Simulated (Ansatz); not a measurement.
# CH₄AlClFNSi: how energies converge with the basis set

The task here is to estimate one member of a computed series from the others.

Program: Ansatz 0.2.0, Gaussian basis. Level of theory: one geometry, several basis sets. These are calculated values, not measurements.

Plan: PBE0-D4/def2-SVP; ωB97M-V/def2-SVP; PBE0-D4/def2-QZVPP; ωB97M-V/def2-QZVPP; the functionals' def2-TZVPP values are taken from earlier runs.

### Structure used throughout

All runs share one geometry, relaxed beforehand with PBE0-D4 in a triple-zeta def2 set.

SMILES `N=[C](Cl)[Al]([F])[SiH3]`, 10 atoms, charge 0, spin multiplicity 1.

Atoms are counted from 1 here; the program's logs count them from 0.

Bond lengths: N1–C2 1.258 Å, N1–H7 1.022 Å, C2–Cl3 1.759 Å, C2–Al4 1.978 Å, Al4–F5 1.644 Å, Al4–Si6 2.446 Å, Si6–H8 1.490 Å, Si6–H9 1.490 Å, Si6–H10 1.486 Å. Angles: C2–N1–H7 111.1°, N1–C2–Cl3 117.1°, N1–C2–Al4 125.9°, Cl3–C2–Al4 116.9°, C2–Al4–F5 119.3°, C2–Al4–Si6 119.1°, F5–Al4–Si6 121.6°, Al4–Si6–H8 109.9°, Al4–Si6–H9 109.9°, Al4–Si6–H10 111.7°, H8–Si6–H9 107.6°, H8–Si6–H10 108.9°, H9–Si6–H10 108.9°.

The first run:

The input, in.yaml:

```yaml
crystal:
  periodic: [false, false, false]
  atoms:
    - {symbol: N, position_ang: [0.040795, -1.353204, -1.962389]}
    - {symbol: C, position_ang: [-0.049366, -0.099473, -1.910963]}
    - {symbol: Cl, position_ang: [-0.162635, 0.759705, -3.442186]}
    - {symbol: Al, position_ang: [-0.075704, 0.996303, -0.264110]}
    - {symbol: F, position_ang: [-0.199899, 2.631127, -0.387384]}
    - {symbol: Si, position_ang: [0.081112, -0.116573, 1.908816]}
    - {symbol: H, position_ang: [0.101878, -1.756744, -1.025555]}
    - {symbol: H, position_ang: [1.351154, -0.891204, 1.990416]}
    - {symbol: H, position_ang: [-1.044571, -1.079624, 2.067195]}
    - {symbol: H, position_ang: [0.040436, 0.858489, 3.029059]}
basis:
  gaussian: {orbitals: def2-SVP}
hamiltonian: {xc: pbe0, dispersion: d4}
output: {orbitals: {seedname: orbitals}}
```

Command:

```sh
> ansatz run in.yaml --threads 4 --pin off --events-out ev --progress --plain --max-ram 10444MiB
```

Among the steps run: PBE0-D4 in def2-SVP; ωB97M-V in def2-SVP; PBE0-D4 in def2-QZVPP; ωB97M-V in def2-QZVPP.

One table of the session follows, with a row left open; its other results are not shown here.

It belongs to the step «Functionals by basis». 

| functional | basis | HOMO (eV) | LUMO (eV) |
| --- | --- | --- | --- |
| PBE0-D4 | def2-SVP | ? | ? |
| PBE0-D4 | def2-TZVPP | -7.63 | -2.44 |
| PBE0-D4 | def2-QZVPP | -7.66 | -2.47 |
| ωB97M-V | def2-SVP | -9.61 | -0.47 |
| ωB97M-V | def2-TZVPP | -9.76 | -0.63 |
| ωB97M-V | def2-QZVPP | -9.80 | -0.70 |

**Question.** Estimate the row for PBE0-D4, def2-SVP.

The run gave: HOMO (eV): -7.51; LUMO (eV): -2.33. In the column «HOMO (eV)» it is the highest.
